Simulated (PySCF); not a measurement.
# C2H6AlAs: the cost of one run

Programs: PySCF 2.14.0, with density-fitted response routines of our own. Each step states its level of theory. These are calculated values for one molecule in the gas phase, unless marked as measured. Atoms are numbered from 0 throughout.

## Step 1: The molecule as given

10 atoms, charge 0, multiplicity 1; geometry from: PBE0-D3(BJ)/def2-SVP.

Bonds of the start (Å): C0–C1 1.22, C1–Al2 1.94, Al2–As3 2.63, C0–H4 1.08, Al2–H5 1.59, Al2–H6 1.59, As3–H7 1.51, As3–H8 1.51, As3–H9 1.51.

## Step 2: Nuclear shieldings: PBE0/pcSseg-2

The job: settings as JSON, then the geometry in Å.

```
{"job": {"kind": "nmr", "xc": "PBE0", "basis": "pcSseg-2", "pop": false}, "charge": 0, "multiplicity": 1}
C      1.686459    -2.072265     0.250152
C      1.447268    -0.898712     0.004672
Al     1.021252     0.954378    -0.378088
As    -1.533299     0.546219     0.084076
H      1.910530    -3.102887     0.463526
H      0.929006     1.394087    -1.907154
H      1.308780     2.030853     0.761759
H     -2.225837    -0.515761    -0.733934
H     -1.898341     0.026223     1.452843
H     -2.595469     1.616775    -0.018924
```

Level: GIAO PBE0/pcSseg-2 NMR shielding, non-relativistic, gas phase.

Command:

```bash
$ OMP_NUM_THREADS=1 python probes_run.py task.json out
```

One launch serves the whole session: the jobs run in the order shown.

**Question.** How long does this first job take on 1 thread of Arm Neoverse V2, shared host, and how much memory does it need?

About 32 s, with a peak of 1.1 GiB.
